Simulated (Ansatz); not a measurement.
# GeH4 (SMILES [H][Ge]([H])([H])[H]) at CCSDTQ/STO-3G

What is the energy change on altering one bond length of GeH4 at CCSDTQ/STO-3G? 

The calculation is run with Ansatz 0.2.0.

30 further runs of the same task are left out: 2 that didn't finish, 28 set aside as unsound or not needed.

## Step 1: The system as given

GeH4 has 5 atoms, charge 0, and is taken as a singlet. SMILES: `[H][Ge]([H])([H])[H]`. The shape comes from GFN2-xTB, which is rough for such elements, and wasn't checked as a minimum.

Bond lengths: Ge1–H2 1.482 Å, Ge1–H3 1.483 Å, Ge1–H4 1.482 Å, Ge1–H5 1.483 Å. Angles: H2–Ge1–H3 109.4°, H2–Ge1–H4 109.5°, H2–Ge1–H5 109.5°, H3–Ge1–H4 109.6°, H3–Ge1–H5 109.5°, H4–Ge1–H5 109.4°.

## Step 2: A single-point energy at CCSDTQ/STO-3G

run.yaml reads:

```yaml
crystal:
  periodic: [false, false, false]
  atoms:
    - {symbol: Ge, position_ang: [0.000120, 0.000440, -0.000220]}
    - {symbol: H, position_ang: [0.011480, -0.018150, 1.481920]}
    - {symbol: H, position_ang: [1.394900, 0.010030, -0.503500]}
    - {symbol: H, position_ang: [-0.707610, 1.213950, -0.473620]}
    - {symbol: H, position_ang: [-0.698890, -1.206270, -0.504580]}
basis:
  gaussian:
    orbitals: STO-3G
correlation:
  method: ccsdtq
  frozen_orbitals: {Ge: 9, H: 0}
accuracy: high
scf:
  omitted_lower_state_checks: [cluster_reference, increment]
```

Started as:

```console
$ ansatz run run.yaml --threads 1 --pin off --max-ram 2610MiB --events-out events.jsonl --progress --plain --runs-dir runs
```

Standard output, shortened:

```text
Warning: RAYON_NUM_THREADS=1 ignored (pool sized by the plan → 1); use --threads N
Functional definition: HF
  name "HF"
[...]
290 factors; integrals over basis functions are off by at most 7.8e-9 eV
[...]
mean field -55894.52402687 eV, -2054.0858713182 hartree, gradient 5.5e-8 eV, S^2 0.000000; 0 other end points of the search recorded, 0 dependent functions left out
9 core orbitals not correlated: weight in the atoms' cores, before any rotation towards them, 1.000 or more for the frozen orbitals, at most 0.000 for the correlated occupied ones
reference -55894.52402687 eV, -2054.0858713182 hartree; 9, 9 occupied and 4, 4 virtual orbitals, 290 factors
second order -1.15341228 eV of doubles, -0.00000000 eV of singles
cycle   1  -1.50837911 eV  change   -3.5e-1 eV  update   5.0e-2
[...]
cycle  22  -1.72478298 eV  change   2.1e-11 eV  update  6.2e-10
Total energy: -55896.24880984 eV, -2054.1492559235 hartree
Checks for a lower state left out: cluster_reference, increment
```

It took 6 s on 1 thread of Intel Xeon Platinum 8375C at 2.90GHz (Ice Lake), shared host; peak memory 0.16 GiB.

## Step 3: The distorted shape

job.yaml reads:

```yaml
crystal:
  periodic: [false, false, false]
  atoms:
    - {symbol: Ge, position_ang: [0.177035, -0.302908, 0.118118]}
    - {symbol: H, position_ang: [0.188395, -0.321498, 1.600258]}
    - {symbol: H, position_ang: [1.571815, -0.293318, -0.385162]}
    - {symbol: H, position_ang: [-0.707610, 1.213950, -0.473620]}
    - {symbol: H, position_ang: [-0.521975, -1.509618, -0.386242]}
basis:
  gaussian:
    orbitals: STO-3G
correlation:
  method: ccsdtq
  frozen_orbitals: {Ge: 9, H: 0}
accuracy: high
scf:
  omitted_lower_state_checks: [cluster_reference, increment]
```

Started as:

```console
$ ansatz run job.yaml --threads 1 --pin off --max-ram 2610MiB --events-out events.jsonl --progress --plain --runs-dir runs
```

Standard output, shortened:

```text
Warning: RAYON_NUM_THREADS=1 ignored (pool sized by the plan → 1); use --threads N
Functional definition: HF
  name "HF"
[...]
287 factors; integrals over basis functions are off by at most 7.9e-9 eV
[...]
mean field -55893.17369271 eV, -2054.0362474534 hartree, gradient 3.1e-8 eV, S^2 0.000000; 0 other end points of the search recorded, 0 dependent functions left out
9 core orbitals not correlated: weight in the atoms' cores, before any rotation towards them, 1.000 or more for the frozen orbitals, at most 0.000 for the correlated occupied ones
reference -55893.17369271 eV, -2054.0362474534 hartree; 9, 9 occupied and 4, 4 virtual orbitals, 287 factors
second order -1.30968673 eV of doubles, -0.00000000 eV of singles
cycle   1  -1.74775827 eV  change   -4.4e-1 eV  update   6.1e-2
[...]
cycle  24  -2.03854403 eV  change   9.4e-12 eV  update   1.6e-9
Total energy: -55895.21223674 eV, -2054.1111625646 hartree
Checks for a lower state left out: cluster_reference, increment
```

Wall time 6.3 s (1 thread of Intel Xeon Platinum 8375C at 2.90GHz (Ice Lake), shared host); peak memory 0.17 GiB.

## Step 4: What came out

Level: CCSDTQ/STO-3G, 9 core orbitals frozen.

```
                                                          quantity           value
                                         first shape: total energy  -2054.14926 Eh
          first shape: correlation energy (9 core orbitals frozen)       -63.4 mEh
                                        first shape: T1 diagnostic           0.003
                                     distorted shape: total energy  -2054.11116 Eh
      distorted shape: correlation energy (9 core orbitals frozen)       -74.9 mEh
                                    distorted shape: T1 diagnostic           0.003
energy change with the Ge1–H4 bond stretched from 1.482 to 1.853 Å        1.037 eV
```

With the Ge1–H4 bond stretched from 1.482 to 1.853 Å the energy rises by 1.04 eV (100 kJ/mol). The first shape isn't relaxed at this level, so the change isn't measured from a minimum. The minimal basis adds a large error of its own.
